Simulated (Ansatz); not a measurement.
Task: a ladder of methods at one geometry of H4InN2, SMILES [NH2][In][NH2], with the Ansatz DFT code, driven from Python. Give the script and its output. Level of theory (for the species named): CAM-B3LYP, def2-SVP basis, multiplicity 2. The script varies functional: cam_b3lyp, pbe0, hse06, revpbe, lda, b3lyp.

```xyz
7

N    -1.5891    0.5452   -0.4622
In   -0.3604   -0.4380    1.0535
N     1.6668   -0.4538    0.2388
H    -2.5948    0.4805   -0.3288
H    -1.3995    0.0713   -1.3427
H     2.4042   -0.7045    0.8927
H     1.8729    0.4992   -0.0513
```

The script, `methods_h4inn2.py`:
```python
"""H4InN2 at several levels of theory."""

from pathlib import Path

import ansatz
import numpy as np


def main() -> None:
    geometry_ang = [
        ("N", (-1.58907, 0.54523, -0.46222)),
        ("In", (-0.36041, -0.43798, 1.05355)),
        ("N", (1.66677, -0.4538, 0.23878)),
        ("H", (-2.59482, 0.4805, -0.32885)),
        ("H", (-1.39952, 0.07127, -1.34268)),
        ("H", (2.40417, -0.70445, 0.89274)),
        ("H", (1.87289, 0.49924, -0.05133)),
    ]
    h4inn2 = ansatz.Crystal.molecule()
    for symbol, xyz in geometry_ang:
        h4inn2 = h4inn2.atom(symbol, xyz)

    model = (
        h4inn2.calculation()
        .basis(gaussian="def2-SVP")
        .spin("collinear", total=1)
    )

    print("functional    E (Ha)        dipole (D)   HOMO (eV)  LUMO (eV)")
    for name in ["cam_b3lyp", "pbe0", "hse06", "revpbe", "lda", "b3lyp"]:
        summary = model.functional(name).forces().orbitals().run(runs_dir="runs").report
        lines = Path(summary["orbitals_path"]).read_text().splitlines()
        field_of = lambda key: [line.split("=")[1].strip() for line in lines if line.startswith(key)]
        orbitals = [(27.211386 * float(e), s, float(n)) for e, s, n in zip(field_of("Ene="), field_of("Spin="), field_of("Occup="))]
        homo = max(e for e, _, n in orbitals if n > 0.5)
        lumo = min(e for e, _, n in orbitals if n < 0.5)
        dipole = 4.803205 * np.linalg.norm(summary["charge_distribution"]["dipole_moment_e_ang"])
        print(f"{name:10s} {summary['free_energy_ev'] / 27.211386246:14.6f} {dipole:9.3f} {homo:11.3f} {lumo:10.3f}")


if __name__ == "__main__":
    main()
```

```console
$ python methods_h4inn2.py
functional    E (Ha)        dipole (D)   HOMO (eV)  LUMO (eV)
cam_b3lyp     -301.849809     1.039      -6.915     -2.096
pbe0          -301.799117     0.917      -5.689     -2.955
hse06         -301.792499     0.902      -5.296     -3.321
revpbe        -301.954921     0.486      -4.495     -3.607
lda           -300.688386     0.300      -4.650     -4.013
b3lyp         -302.000294     0.709      -5.450     -3.234
```

Total energies depend on the basis set; only differences at equal settings carry meaning. The geometry is a force-field or estimated start, not a minimum of this method, and the basis set is short of its limit. A lower total doesn't mark the better method: functionals have no common bound, and MP2 and coupled cluster aren't variational. def2 sets replace the cores of elements past krypton by effective core potentials. The run takes the species as open-shell (spin multiplicity 2), which needn't be its ground state. b3lyp holds the VWN-RPA fit, as in Gaussian; the form of ORCA and Turbomole is b3lyp5. Levels such as HOMO and LUMO are orbital energies: with these approximate functionals they aren't the ionisation energy and electron affinity, and their gap isn't the fundamental gap. hse06 follows the composition of plane-wave codes, whose totals differ by tens of mHa, up to about 0.1 Ha, from the form usual in Gaussian-basis programs (wpbeh). Hardware and time: 28 s on 1 thread of Arm Neoverse V1, on a shared host, peak memory 0.27 GiB.
